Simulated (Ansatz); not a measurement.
# AlBClH₆NSi: a ladder of functionals and wavefunction methods

One table from this session's results is given with a row withheld; the runs are named, their logs left out.

Program: Ansatz 0.2.0, Gaussian basis. Level of theory: functionals in def2-TZVPP, the program's frozen cores in correlated methods. These are calculated values, not measurements.

Plan: LDA (SPW92), PBE-D4, revPBE-D4, BLYP-D4, r2SCAN-D4, B97M-V, PBE0-D4, B3LYP-D4, r2SCANh-D4, r2SCAN0-D4, HSE06-D4, BHLYP-D4, CAM-B3LYP-D4, LC-ωPBE, ωB97X-V, ωB97M-V, B2PLYP, PBE-QIDH; CCSD(T)/def2-SVP; CCSD(T)/def2-TZVPP; MP2/def2-QZVPP; extrapolation to the limit; RPA on PBE.

### Structure used throughout

An earlier PBE0-D4 in a triple-zeta def2 set relaxation fixed the geometry.

SMILES `[SiH3][NH][AlH][BH]Cl`, 11 atoms, charge 0, spin multiplicity 1.

Atoms are counted from 1 here; the program's logs count them from 0.

Bond lengths: Si1–N2 1.723 Å, Si1–H6 1.489 Å, Si1–H7 1.492 Å, Si1–H8 1.490 Å, N2–Al3 1.788 Å, N2–H9 1.011 Å, Al3–B4 2.131 Å, Al3–H10 1.588 Å, B4–Cl5 1.755 Å, B4–H11 1.197 Å. Angles: N2–Si1–H6 113.2°, N2–Si1–H7 106.1°, N2–Si1–H8 112.9°, H6–Si1–H7 108.6°, H6–Si1–H8 107.4°, H7–Si1–H8 108.6°, Si1–N2–Al3 124.6°, Si1–N2–H9 116.3°, Al3–N2–H9 119.1°, N2–Al3–B4 115.3°, N2–Al3–H10 117.6°, B4–Al3–H10 127.1°, Al3–B4–Cl5 118.7°, Al3–B4–H11 127.6°, Cl5–B4–H11 113.7°.

Set-up of the first run:

Input file in.yaml:

```yaml
crystal:
  periodic: [false, false, false]
  atoms:
    - {symbol: Si, position_ang: [-1.090866, -0.524492, 1.237354]}
    - {symbol: N, position_ang: [0.358254, 0.406044, 1.186240]}
    - {symbol: Al, position_ang: [1.320516, 0.704350, -0.290911]}
    - {symbol: B, position_ang: [0.537948, -0.157456, -2.075720]}
    - {symbol: Cl, position_ang: [-0.454633, 0.837709, -3.126314]}
    - {symbol: H, position_ang: [-2.282781, 0.269476, 1.646520]}
    - {symbol: H, position_ang: [-1.308514, -1.026358, -0.150510]}
    - {symbol: H, position_ang: [-0.997896, -1.692666, 2.157057]}
    - {symbol: H, position_ang: [0.662004, 0.811579, 2.061488]}
    - {symbol: H, position_ang: [2.631029, 1.590493, -0.149226]}
    - {symbol: H, position_ang: [0.690140, -1.275479, -2.475376]}
basis:
  gaussian: {orbitals: def2-TZVPP}
hamiltonian: {xc: lda}
output: {orbitals: {seedname: orbitals}}
```

Run with:

```sh
> ansatz run in.yaml --threads 4 --pin off --events-out ev --progress --plain --max-ram 10444MiB
```

Among the steps run: LDA; PBE-D4 (GGA); revPBE-D4 (GGA); BLYP-D4 (GGA); r2SCAN-D4 (meta-GGA); B97M-V (meta-GGA); B3LYP-D4 (hybrid); r2SCANh-D4 (hybrid); r2SCAN0-D4 (hybrid); HSE06-D4 (hybrid); BHLYP-D4 (hybrid); CAM-B3LYP-D4 (range-separated); LC-ωPBE (range-separated); ωB97X-V (range-separated); ωB97M-V (range-separated); B2PLYP (double hybrid); PBE-QIDH (double hybrid).

One of the session's tables, all rows but one given; the rest of the session is left out.

It belongs to the step «Frontier levels by functional». 

| functional | HOMO (eV) | LUMO (eV) | gap (eV) |
| --- | --- | --- | --- |
| LDA (SPW92) | -6.13 | -3.32 | 2.81 |
| PBE-D4 | -6.05 | -3.06 | 3.00 |
| revPBE-D4 | -6.02 | -2.95 | 3.07 |
| BLYP-D4 | ? | ? | ? |
| r2SCAN-D4 | -6.29 | -2.78 | 3.51 |
| B97M-V | -6.36 | -2.88 | 3.48 |
| PBE0-D4 | -7.27 | -2.12 | 5.15 |
| B3LYP-D4 | -7.07 | -2.25 | 4.82 |
| r2SCANh-D4 | -6.74 | -2.45 | 4.29 |
| r2SCAN0-D4 | -7.42 | -1.96 | 5.46 |
| HSE06-D4 | -6.87 | -2.50 | 4.37 |
| BHLYP-D4 | -8.39 | -1.01 | 7.39 |
| CAM-B3LYP-D4 | -8.60 | -0.93 | 7.67 |
| LC-ωPBE | -9.94 | 0.16 | 10.10 |
| ωB97X-V | -9.60 | 0.09 | 9.69 |
| ωB97M-V | -9.39 | -0.12 | 9.27 |

Estimate the missing values for BLYP-D4.

Worked estimate for «HOMO (eV)». Against the share of exact exchange, B3LYP-D4 (0.2, -7.07), BHLYP-D4 (0.5, -8.39) give a slope of -4.40 per unit share; at 0 the line stands at -6.19.

As computed: HOMO (eV): -5.93; LUMO (eV): -2.83; gap (eV): 3.11. In «HOMO (eV)» the line misses by -0.26.
